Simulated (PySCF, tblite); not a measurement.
# C₇H₁₂O₂Si: geometry, infrared bands and NMR shifts

Wanted: the infrared bands and NMR shifts of C₇H₁₂O₂Si (`CCC1=C(OC)[SiH2]C=CO1`), by calculation.

The runs use tblite 0.8.0 and PySCF 2.14.0, with density-fitted response routines of our own; the level of theory stands in each step. All values are computed, except where a source is named. Atoms are numbered from 0 throughout.

## (1) The molecule as given

22 atoms, charge 0, multiplicity 1; geometry from: force field or distance geometry start.

Bonds of the start (Å): C0–C1 1.52, C1–C2 1.49, C2–C3 1.32, C3–O4 1.37, O4–C5 1.40, C3–Si6 1.85, Si6–C7 1.86, C7–C8 1.32, C8–O9 1.35, O9–C2 1.37, C0–H10 1.11, C0–H11 1.12, C0–H12 1.12, C1–H13 1.09, C1–H14 1.11, C5–H15 1.11, C5–H16 1.11, C5–H17 1.12, Si6–H18 1.46, Si6–H19 1.46, C7–H20 1.06, C8–H21 1.09.

## (2) Optimising the geometry with GFN2-xTB

What the job is given:

```
{"job": {"kind": "relax", "xc": "GFN2-xTB", "basis": "xTB"}, "charge": 0, "multiplicity": 1}
C      2.493700    -0.517800    -0.539000
C      1.221300    -0.298200    -1.335500
C      0.291300     0.479200    -0.474900
C     -0.871400    -0.082500    -0.208100
O     -1.110100    -1.343800    -0.693900
C     -0.830000    -2.535000    -0.017300
Si    -2.107700     0.803400     0.838800
C     -1.216100     2.400000     1.202300
C     -0.010600     2.584200     0.706300
O      0.687000     1.719700    -0.062200
H      3.358800    -0.728300    -1.201700
H      2.635000     0.438700     0.034900
H      2.301200    -1.333100     0.201200
H      0.791300    -1.221900    -1.710100
H      1.435000     0.363400    -2.205400
H     -1.103200    -3.442900    -0.599300
H     -1.345500    -2.570200     0.970300
H      0.261400    -2.599300     0.224200
H     -2.385300     0.033800     2.051000
H     -3.299300     1.155300     0.076000
H     -1.658900     3.168600     1.791500
H      0.451600     3.546100     0.950200
```

On the command line:

```
$ OMP_NUM_THREADS=1 python probes_run.py task.json out
```

This one command runs all jobs of the session in turn.

**Question.** This job is followed by: GFN2-xTB harmonic vibrations, gas phase; GIAO PBE0/pcSseg-1 NMR shielding, non-relativistic, gas phase. What will the session give for the following? strongest single infrared mode (GFN2-xTB); zero-point energy (GFN2-xTB); 13C shifts against TMS (PBE0/pcSseg-1); 1H shifts against TMS (PBE0/pcSseg-1, means over atoms taken as alike); 17O shifts against H2O (PBE0/pcSseg-1); 29Si shifts against TMS (PBE0/pcSseg-1).

**Answer**, as computed:

```
                                                              quantity                                            value
                             strongest single infrared mode (GFN2-xTB)                            2144 cm⁻¹, 466 km/mol
                                          zero-point energy (GFN2-xTB)                                   107.4 kcal/mol
                                13C shifts against TMS (PBE0/pcSseg-1)  163.8, 161.0, 140.5, 93.1, 58.9, 29.6, 14.9 ppm
1H shifts against TMS (PBE0/pcSseg-1, means over atoms taken as alike)           7.23, 5.36, 4.93, 3.91, 2.47, 1.12 ppm
                                17O shifts against H2O (PBE0/pcSseg-1)                                  206.6, 72.8 ppm
                               29Si shifts against TMS (PBE0/pcSseg-1)                                        -86.9 ppm
```

Relaxing lowered the energy by 0.834 eV in 187 steps; the close pair that moved most is C0–H11, from 1.124 to 1.088 Å. No mode is imaginary among the 60: a minimum at this level. The strongest single mode, at 2144 cm⁻¹, moves mainly H18 and H19. GFN2-xTB is a fitted tight-binding method: band positions and strengths are rough. Its intensities can rank the bands wrongly. H21 (hydrogen on an alkene carbon bearing oxygen) lies farthest downfield among hydrogen, at 7.23 ppm; olefinic region. At PBE0/pcSseg-1: Shielding is most anisotropic at O9 (span 265 ppm, paramagnetic term -270 ppm).
